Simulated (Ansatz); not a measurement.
# SnBrF: a relaxed scan of the bond length F1–Sn2

How does the energy rise as the bond length F1–Sn2 leaves its equilibrium value, and do density functionals follow CCSD(T)? At each value the rest of the molecule is relaxed at PBE0-D4 with the distance held.

The runs use Ansatz 0.2.0, Gaussian basis; single points in def2-TZVPP.

Levels: PBE-D4, r2SCAN-D4, PBE0-D4, B3LYP-D4, wB97M-V, Hartree-Fock, MP2, CCSD, CCSD(T). The scan takes 1.665, 1.722, 1.806, 1.903, 2.011, 2.127, 2.251, 2.381, 2.517 Å.

Correlated methods freeze the cores. Filled d shells of the heavier atoms are correlated. Core potentials replace the inner electrons past krypton, and spin-orbit coupling is left out. B3LYP uses VWN-RPA correlation.

19 further runs of the same task are left out: 19 set aside as unsound or not needed.

### 1 Where the work starts

The minimum, relaxed at PBE0-D4: 3 atoms, charge 0, spin multiplicity 1.

Atoms are counted from 1 here; the program's logs count them from 0.

Bond lengths: F1–Sn2 1.936 Å, Sn2–Br3 2.515 Å. Angles: F1–Sn2–Br3 97.3°.

Coordinates:

```csv
atom,x (Å),y (Å),z (Å)
F1,-0.94324,1.24893,-0.38888
Sn2,-0.63646,-0.66249,-0.41681
Br3,1.56871,-0.65123,0.79240
```

Energies of the minimum (eV), from earlier single points: PBE-D4 -78585.90042, r2SCAN-D4 -78599.52518, PBE0-D4 -78588.31084, B3LYP-D4 -78601.76593, wB97M-V -78593.00266, CCSD(T) -78537.63153.

At the minimum the bond length F1–Sn2 is 1.936 Å.

### 2 F1–Sn2 = 1.665 Å

relax/in.yaml

```yaml
crystal:
  periodic: [false, false, false]
  atoms:
    - {symbol: F, position_ang: [-0.943241, 1.248928, -0.388884]}
    - {symbol: Sn, position_ang: [-0.679418, -0.394863, -0.412902]}
    - {symbol: Br, position_ang: [1.525751, -0.383601, 0.796308]}
basis:
  gaussian: {orbitals: def2-TZVP}
hamiltonian: {xc: pbe0, dispersion: d4}
relax: {f_tol: 0.005, max_steps: 200, constraints: [{distance: [0, 1]}]}
```

No record of the launch command was kept for these runs.

After this run come: F1–Sn2 = 1.722 Å; F1–Sn2 = 1.806 Å; F1–Sn2 = 1.903 Å; F1–Sn2 = 2.011 Å; F1–Sn2 = 2.127 Å; F1–Sn2 = 2.251 Å; F1–Sn2 = 2.381 Å; F1–Sn2 = 2.517 Å.

**Question.** What will these runs give? Wanted: highest point, CCSD(T); lowest point, CCSD(T); minimum along the scan, CCSD(T); RMS deviation from CCSD(T); largest T1 diagnostic.

**Answer**, as computed:

| quantity | value |
| --- | --- |
| highest point, CCSD(T) | 1.577 eV at 2.517 Å |
| lowest point, CCSD(T) | 0.000 eV at 1.936 Å |
| minimum along the scan, CCSD(T) | 1.930 Å |
| curvature there | 21.6 eV/Å² |
| RMS deviation from CCSD(T) | PBE-D4 0.188, r2SCAN-D4 0.056, PBE0-D4 0.042, B3LYP-D4 0.121, wB97M-V 0.019, Hartree-Fock 0.117, MP2 0.006, CCSD 0.033 eV |
| largest T1 diagnostic | 0.018 |

**Reading.** A polynomial through the near points puts the CCSD(T) minimum 0.006 Å below the PBE0-D4 value. The third derivative is negative, the usual anharmonicity of a bond. Curvature against CCSD(T): PBE-D4 -17 %, Hartree-Fock +11 %. MP2 follows the CCSD(T) curve best and PBE-D4 worst.
